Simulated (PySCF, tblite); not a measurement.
# C₃H₅B₃Cl₂: geometry, infrared bands and NMR shifts

Wanted: the infrared bands and NMR shifts of C₃H₅B₃Cl₂ (`BBC1=C(B(Cl)Cl)C1`), by calculation.

Computed with tblite 0.8.0 and PySCF 2.14.0, with density-fitted response routines of our own, on a single molecule in the gas phase. Atoms count from 0, in the outputs and in this text.

### Step 1. Starting geometry

13 atoms, charge 0, multiplicity 1; geometry from: force field or distance geometry start.

Bonds of the start (Å): B0–B1 1.66, B1–C2 1.59, C2–C3 1.32, C3–B4 1.55, B4–Cl5 1.84, B4–Cl6 1.86, C3–C7 1.50, C7–C2 1.49, B0–H8 1.19, B0–H9 1.19, B1–H10 1.17, C7–H11 1.09, C7–H12 1.13.

### Step 2. Optimising the geometry with GFN2-xTB

Job settings and geometry (Å):

```
{"job": {"kind": "relax", "xc": "GFN2-xTB", "basis": "xTB"}, "charge": 0, "multiplicity": 1}
B     -2.859300     0.257300    -0.300700
B     -1.368600     0.997700    -0.340600
C     -0.044700     0.147900    -0.115700
C      1.225000    -0.122900    -0.334900
B      2.573400     0.214500    -1.031000
Cl     3.380200     1.797900    -0.550400
Cl     3.742300    -1.186700    -1.407300
C      0.507400    -1.031500     0.611900
H     -3.693100     0.716800     0.417300
H     -2.897700    -0.914300    -0.521900
H     -1.345000     2.097300    -0.753000
H      0.704300    -0.990300     1.681200
H      0.071400    -1.983200     0.182500
```

The run is started by

```
$ OMP_NUM_THREADS=1 python probes_run.py task.json out
```

One launch serves the whole session: the jobs run in the order shown.

**Question.** This job is followed by: GFN2-xTB harmonic vibrations, gas phase; GIAO PBE0/pcSseg-1 NMR shielding, non-relativistic, gas phase. What will the session give for the following? strongest single infrared mode (GFN2-xTB); zero-point energy (GFN2-xTB); 13C shifts against TMS (PBE0/pcSseg-1); 1H shifts against TMS (PBE0/pcSseg-1, means over atoms taken as alike); 11B shifts against BF3·OEt2 (PBE0/pcSseg-1); 35Cl shifts against HCl (PBE0/pcSseg-1, means over atoms taken as alike).

**Answer**, as computed:

```
                                                                quantity                   value
                               strongest single infrared mode (GFN2-xTB)   1762 cm⁻¹, 521 km/mol
                                            zero-point energy (GFN2-xTB)           46.4 kcal/mol
                                  13C shifts against TMS (PBE0/pcSseg-1)  170.5, 126.6, 29.4 ppm
  1H shifts against TMS (PBE0/pcSseg-1, means over atoms taken as alike)    9.91, 9.83, 2.06 ppm
                             11B shifts against BF3·OEt2 (PBE0/pcSseg-1)   101.6, 92.8, 49.3 ppm
35Cl shifts against HCl (PBE0/pcSseg-1, means over atoms taken as alike)                 249 ppm
```

What this shows: Relaxing lowered the energy by 1.331 eV in 121 steps; the close pair that moved most is B4–Cl6, from 1.863 to 1.732 Å. All 33 modes are real, so the xTB geometry is a minimum. The strongest single mode, at 1762 cm⁻¹, moves mainly C3 and C2. GFN2-xTB is a fitted tight-binding method: band positions and strengths are rough. Its intensities can rank the bands wrongly. At PBE0/pcSseg-1: Shielding is most anisotropic at Cl5, Cl6 (span 456 ppm, paramagnetic term -446 ppm).
